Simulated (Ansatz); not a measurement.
Run this with the Python package of Ansatz (0.2.0) and show what comes out.

Script `terms.py`:
```python
'''Taking single terms out of the free energy of Cu3Pd.'''

import logging
import sys

import ansatz as az

logging.basicConfig(stream=sys.stdout, format='%(name)s: %(message)s')
logger = logging.getLogger('ansatz_job')
logger.setLevel(logging.INFO)

crystal = (
    az.Lattice.cubic(3.69)
    .space_group(221)
    .atom('Cu', (0.0, 0.5, 0.5))
    .atom('Pd', (0.0, 0.0, 0.0))
)

model = (
    crystal.calculation()
    .kpoints(spacing=0.52)
    .occupations('cold', width=0.3)
    .scf(tolerance=1e-07)
)
with_term = model.functional('pbesol', dispersion='d3bjatm').basis(380).cutoff_correction(530).run().report
without = model.functional('pbesol').basis(380).run().report
finer = model.functional('pbesol').basis(530).run().report
removed = az.free_energy_without(with_term, az.EnergyTerm.DISPERSION)
logger.info(f'dispersion term            {with_term["components"]["e_disp"]:.5f} eV')
logger.info(f'F less dispersion          {removed:.5f} eV, run without it {without["free_energy_ev"]:.5f} eV')
logger.info(f'F less smearing term       {az.free_energy_without(without, az.EnergyTerm.SMEARING):.5f} eV')
logger.info(f'estimated gain to 530 eV   {with_term["cutoff_correction"]["energy_ev"]:.5f} eV, found {finer["free_energy_ev"] - without["free_energy_ev"]:.5f} eV')
```

`python terms.py` gives:
```text
DeckWarning: basis.ecutwfc = 380 eV is below the records' recommended 420 eV, and the density's cutoff is lower with it unless basis.ecutrho_ratio is high enough to keep the records' density cutoff: compare with a run at a higher cutoff
ansatz_job: dispersion term            -1.85589 eV
ansatz_job: F less dispersion          -26673.34097 eV, run without it -26673.34097 eV
ansatz_job: F less smearing term       -26673.35662 eV
ansatz_job: estimated gain to 530 eV   -0.01453 eV, found -0.01440 eV
```
(Warnings from the package without file and line.)

Reading the output:
- These settings explore the input space; cutoff and mesh may be short of convergence.
- The cutoff lies under the one recommended for these potentials in some of the runs.
- Dispersion corrections can be off by several per cent in the lattices of metals, and by several GPa in the pressure at a fixed cell.
- The mesh is modest for a metal, so energies can be off by several to tens of meV an atom and pressures by half a GPa or more; differences at equal mesh fare better.
- The starting cell is as deposited in a crystallographic database; the results hold for this polymorph, which needn't be the stable one.
- Timing: 5.4 s on 1 thread of Arm Neoverse V1, on a shared host, peak memory 0.38 GiB.
